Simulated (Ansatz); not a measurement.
# Ti2O: the cost of one run

Program: Ansatz 0.2.0. Level of theory: DFT PBEsol, scalar-relativistic, plane waves, PAW. These are calculated values, not measurements.

2 further runs of the same task are left out: 2 set aside as unsound or not needed.

### 1 The system as given

Symmetry: P-3m1, No. 164, trigonal system. Conventional cell: a = 2.953 Å, b = 2.953 Å, c = 4.724 Å, α = 90.00°, β = 90.00°, γ = 120.00°. Ti (site symmetry 3m) has 3 O at 2.11 Å as nearest neighbours. O (site symmetry -3m) is surrounded by 6 Ti at 2.11 Å.

Coordinates:

```cif
data_structure
_symmetry_space_group_name_H-M 'P-3m1'
_symmetry_Int_Tables_number 164
_cell_length_a 2.9530
_cell_length_b 2.9530
_cell_length_c 4.7237
_cell_angle_alpha 90.000
_cell_angle_beta 90.000
_cell_angle_gamma 120.000
_cell_volume 35.67
loop_
_atom_site_label
_atom_site_type_symbol
_atom_site_symmetry_multiplicity
_atom_site_Wyckoff_symbol
_atom_site_fract_x
_atom_site_fract_y
_atom_site_fract_z
_atom_site_occupancy
Ti1 Ti 2 d 0.66667 0.33333 0.26267 1
O1 O 1 a 0.00000 0.00000 0.00000 1
```

This cell was relaxed beforehand with the same method: volume 11.89 Å³/atom, gap on the mesh none (metal).

### 2 Bands, states and charges

File input.yaml:

```yaml
crystal:
  lattice:
    - [2.9529519787, 0.0, 0.0]
    - [-1.4764759893, 2.5573314297, 0.0]
    - [0.0, 0.0, 4.7237336581]
  atoms:
    - { symbol: Ti, position: [0.6666666667, 0.3333333333, 0.2626749709] }
    - { symbol: Ti, position: [0.3333333333, 0.6666666667, 0.7373250291] }
    - { symbol: O, position: [0.0, 0.0, 0.0] }
basis:
  ecutwfc: 420
kpoints:
  mp_grid: { grid: [18, 18, 10] }
  band_path:
    path:
      - [[0.0, 0.0, 0.0], [0.5, 0.0, 0.0], [0.33333333, 0.33333333, 0.0], [0.0, 0.0, 0.0], [0.0, 0.0, 0.5], [0.5, 0.0, 0.5], [0.33333333, 0.33333333, 0.5], [0.0, 0.0, 0.5]]
      - [[0.5, 0.0, 0.5], [0.5, 0.0, 0.0]]
      - [[0.33333333, 0.33333333, 0.5], [0.33333333, 0.33333333, 0.0]]
    npoints: 14
hamiltonian:
  xc: pbesol
scf:
  occupations: { method: gaussian, width: 0.1 }
  n_extra_bands: 7
output:
  forces: true
  stress: true
  eigenvalues: true
  populations: true
  dos: { projected: true, de: 0.02, nscf_kmesh: { grid: [27, 27, 15] } }
  bader: true
  write_density: true
  write_potential: true
  elf: true
  volumetric_format: npy
```

On the command line:

```
$ ansatz run input.yaml --threads 1 --pin off --max-ram 2560MiB --backend cpu --events-out ev --progress --plain --runs-dir out
```

**Question.** How long does this run take on 1 thread of Intel Xeon at 2.50GHz (Skylake/Cascade Lake), shared host, and how much memory does it need?

About 2.2 min, with a peak of 0.71 GiB.
